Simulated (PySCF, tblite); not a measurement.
**C₅H₈N₂SeSi: geometry, infrared bands and NMR shifts**

What infrared bands and NMR shifts should C₅H₈N₂SeSi (`C=C(C)c1n[se]nc1[SiH3]`) show?

Computed with tblite 0.8.0 and PySCF 2.14.0, with density-fitted response routines of our own, on a single molecule in the gas phase. Atoms count from 0, in the outputs and in this text.

## Step 1: Starting geometry

17 atoms, charge 0, multiplicity 1; geometry from: force field or distance geometry start.

Bonds of the start (Å): C0–C1 1.30, C1–C2 1.51, C1–C3 1.49, C3–N4 1.36, N4–Se5 1.91, Se5–N6 1.78, N6–C7 1.34, C7–Si8 1.89, C7–C3 1.36, C0–H9 1.13, C0–H10 1.05, C2–H11 1.11, C2–H12 1.11, C2–H13 1.11, Si8–H14 1.47, Si8–H15 1.45, Si8–H16 1.46.

## Step 2: Geometry optimisation with GFN2-xTB

What the job is given:

```
{"job": {"kind": "relax", "xc": "GFN2-xTB", "basis": "xTB"}, "charge": 0, "multiplicity": 1}
C     -0.439800    -1.586400    -0.375300
C     -0.934600    -0.429200    -0.056800
C     -2.435200    -0.375400     0.066500
C     -0.170500     0.819200     0.218900
N     -0.915800     1.903900     0.567500
Se     0.211800     3.409100     0.875200
N      1.544700     2.291300     0.496500
C      1.171000     1.041100     0.203600
Si     2.508800    -0.220700    -0.213100
H     -1.225300    -2.385300    -0.529200
H      0.539000    -1.925200    -0.525200
H     -2.858300    -0.509100    -0.955900
H     -2.742500     0.637400     0.415200
H     -2.771500    -1.155200     0.780500
H      3.811700     0.453100    -0.203900
H      2.277800    -0.686200    -1.571400
H      2.421800    -1.270400     0.796900
```

Started as:

```
OMP_NUM_THREADS=1 python probes_run.py task.json out
```

The driver reads the jobs from task.json and runs them one after another.

**Question.** This job is followed by: GFN2-xTB harmonic vibrations, gas phase; GIAO PBE0/pcSseg-1 NMR shielding, non-relativistic, gas phase. What will the session give for the following? strongest single infrared mode (GFN2-xTB); zero-point energy (GFN2-xTB); 13C shifts against TMS (PBE0/pcSseg-1); 1H shifts against TMS (PBE0/pcSseg-1, means over atoms taken as alike); 15N shifts against NH3 (PBE0/pcSseg-1); 77Se shifts against Me2Se (PBE0/pcSseg-1); 29Si shifts against TMS (PBE0/pcSseg-1); surface potential, 1st and 99th percentile.

**Answer**, as computed:

| quantity | value |
| --- | --- |
| strongest single infrared mode (GFN2-xTB) | 769 cm⁻¹, 401 km/mol |
| zero-point energy (GFN2-xTB) | 71.9 kcal/mol |
| 13C shifts against TMS (PBE0/pcSseg-1) | 170.9, 167.6, 149.0, 124.8, 26.7 ppm |
| 1H shifts against TMS (PBE0/pcSseg-1, means over atoms taken as alike) | 6.19, 6.14, 4.92, 2.57 ppm |
| 15N shifts against NH3 (PBE0/pcSseg-1) | 469.1, 420.6 ppm |
| 77Se shifts against Me2Se (PBE0/pcSseg-1) | 1419 ppm |
| 29Si shifts against TMS (PBE0/pcSseg-1) | -74.5 ppm |
| surface potential, 1st and 99th percentile | -1.30 V and 1.16 V |

In words: The optimisation took 111 steps and gained 0.762 eV; among the close pairs (by a distance rule), N4–Se5 changed most, from 1.906 to 1.751 Å. The lowest mode is imaginary (40i cm⁻¹), so the xTB geometry is not a minimum. The strongest single mode, at 769 cm⁻¹, moves mainly H16 and H15. Unscaled tight-binding wavenumbers are off by several per cent, some by more. Its intensities can rank the bands wrongly. At PBE0/pcSseg-1: The largest span, 1118 ppm, is at Se5, where the paramagnetic term is -2660 ppm. NICS(1)zz of -29 ppm above the planar ring from C3 marks a diatropic (aromatic) ring current. By nearest atom (PBE0/pcSseg-1), the HOMO sits on Se5 32 %; C0 22 % and the LUMO on N4 25 %; Se5 21 %. Spin-orbit coupling is left out, which matters for shieldings and couplings at and beside the heavy atoms.
